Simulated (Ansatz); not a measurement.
**C3H8Sn: up Jacob's ladder to CCSD(T)**

The task here is to estimate one member of a computed series from the others.

The runs use Ansatz 0.2.0, Gaussian basis; functionals in def2-TZVPP, the program's frozen cores in correlated methods.

Levels to be run: LDA (SPW92), PBE-D4, revPBE-D4, BLYP-D4, r2SCAN-D4, B97M-V, PBE0-D4, B3LYP-D4, r2SCANh-D4, r2SCAN0-D4, HSE06-D4, BHLYP-D4, CAM-B3LYP-D4, LC-ωPBE, ωB97X-V, ωB97M-V, B2PLYP, PBE-QIDH; CCSD(T)/def2-SVP; CCSD(T)/def2-TZVPP; MP2/def2-QZVPP; extrapolation to the limit; RPA on PBE.

## The relaxed structure

An earlier PBE0-D4 in a triple-zeta def2 set relaxation fixed the geometry. Sn takes the def2 core potential; no spin-orbit term is included.

SMILES `C=C[CH2][SnH3]`, 12 atoms, charge 0, spin multiplicity 1.

Atoms are counted from 1 here; the program's logs count them from 0.

Bond lengths: C1–C2 1.329 Å, C1–H5 1.086 Å, C1–H6 1.083 Å, C2–C3 1.481 Å, C2–H7 1.089 Å, C3–Sn4 2.165 Å, C3–H8 1.092 Å, C3–H9 1.092 Å, Sn4–H10 1.707 Å, Sn4–H11 1.709 Å, Sn4–H12 1.711 Å. Angles: C2–C1–H5 121.5°, C2–C1–H6 121.4°, H5–C1–H6 117.1°, C1–C2–C3 125.6°, C1–C2–H7 118.4°, C3–C2–H7 115.9°, C2–C3–Sn4 110.4°, C2–C3–H8 111.9°, C2–C3–H9 111.9°, Sn4–C3–H8 106.6°, Sn4–C3–H9 107.2°, H8–C3–H9 108.5°, C3–Sn4–H10 108.6°, C3–Sn4–H11 109.2°, C3–Sn4–H12 110.4°, H10–Sn4–H11 109.5°, H10–Sn4–H12 109.8°, H11–Sn4–H12 109.3°.

The first run:

The input, in.yaml:

```yaml
crystal:
  periodic: [false, false, false]
  atoms:
    - {symbol: C, position_ang: [-0.307454, 2.071276, -0.123933]}
    - {symbol: C, position_ang: [-0.369888, 0.952460, 0.590785]}
    - {symbol: C, position_ang: [0.654794, -0.116336, 0.612008]}
    - {symbol: Sn, position_ang: [0.003122, -1.810965, -0.566719]}
    - {symbol: H, position_ang: [0.550121, 2.297939, -0.750202]}
    - {symbol: H, position_ang: [-1.111564, 2.796851, -0.106551]}
    - {symbol: H, position_ang: [-1.256051, 0.774970, 1.198420]}
    - {symbol: H, position_ang: [0.834075, -0.489458, 1.622904]}
    - {symbol: H, position_ang: [1.605019, 0.221950, 0.194068]}
    - {symbol: H, position_ang: [-0.082772, -1.335745, -2.203985]}
    - {symbol: H, position_ang: [-1.543335, -2.305566, -0.033905]}
    - {symbol: H, position_ang: [1.100934, -3.112476, -0.398989]}
basis:
  gaussian: {orbitals: def2-TZVPP}
hamiltonian: {xc: lda}
output: {orbitals: {seedname: orbitals}}
```

Steps of the session up to this table: LDA; PBE-D4 (GGA); revPBE-D4 (GGA); BLYP-D4 (GGA); r2SCAN-D4 (meta-GGA); B97M-V (meta-GGA); PBE0-D4 (hybrid); B3LYP-D4 (hybrid); r2SCANh-D4 (hybrid); r2SCAN0-D4 (hybrid); HSE06-D4 (hybrid); BHLYP-D4 (hybrid); CAM-B3LYP-D4 (range-separated); LC-ωPBE-D4 (range-separated; the results give it without D4); ωB97X-V (range-separated); ωB97M-V (range-separated); B2PLYP (double hybrid); PBE-QIDH (double hybrid).

One of the session's tables, all rows but one given; the rest of the session is left out.

It belongs to the step «Frontier levels by functional». 

| functional | HOMO (eV) | gap (eV) |
| --- | --- | --- |
| LDA (SPW92) | -6.02 | 4.76 |
| PBE-D4 | -5.85 | 4.81 |
| revPBE-D4 | -5.79 | 4.83 |
| BLYP-D4 | -5.70 | 4.76 |
| r2SCAN-D4 | -6.02 | 5.23 |
| B97M-V | -6.04 | 5.25 |
| PBE0-D4 | -6.87 | 6.74 |
| B3LYP-D4 | -6.68 | 6.30 |
| r2SCANh-D4 | -6.40 | 5.96 |
| r2SCAN0-D4 | -6.99 | 7.03 |
| HSE06-D4 | -6.48 | 5.98 |
| BHLYP-D4 | -7.76 | 8.48 |
| CAM-B3LYP-D4 | -8.13 | 8.95 |
| LC-ωPBE | ? | ? |
| ωB97X-V | -9.09 | 10.88 |
| ωB97M-V | -9.00 | 10.45 |

Estimate the missing values for LC-ωPBE.

The run gave: HOMO (eV): -9.46; gap (eV): 11.36. In the column «HOMO (eV)» it is the lowest.
